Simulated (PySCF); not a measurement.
# C4H4BFO: the cost of one run

Computed with PySCF 2.14.0, with density-fitted response routines of our own, on a single molecule in the gas phase. Atoms are numbered from 0 throughout.

### 1 The starting structure

11 atoms, charge 0, multiplicity 1; geometry from: PBE0-D3(BJ)/def2-SVP.

Bonds of the start (Å): B0–C1 1.51, C1–C2 1.39, C2–C3 1.41, C3–C4 1.37, C4–F5 1.30, C4–O6 1.31, O6–C1 1.39, B0–H7 1.21, B0–H8 1.21, C2–H9 1.09, C3–H10 1.09.

### 2 TDDFT and polarisability: HF/def2-SVPD

What the job is given:

```
{"job": {"kind": "uv", "xc": "HF", "basis": "def2-SVPD", "ip": true}, "charge": 0, "multiplicity": 1}
B      1.834939     0.113399    -1.081007
C      0.537473    -0.007058    -0.322286
C     -0.150727     0.876169     0.495885
C     -1.336051     0.249939     0.940303
C     -1.284390    -0.989301     0.352939
F     -2.118212    -1.983731     0.415740
O     -0.220229    -1.175430    -0.383289
H      2.247458    -0.793740    -1.760230
H      2.446820     1.150427    -0.987755
H      0.190285     1.881456     0.738525
H     -2.120348     0.628745     1.589304
```

With the program's defaults for keys left out, this is: TDDFT HF/def2-SVPD, vertical, gas phase, core orbitals frozen in the response.

Run with:

```
> OMP_NUM_THREADS=1 python probes_run.py task.json out
```

The driver reads the jobs from task.json and runs them one after another.

**Question.** How long does this first job take on 1 thread of Arm Neoverse V2, shared host, and how much memory does it need?

About 13 s, with a peak of 0.73 GiB.
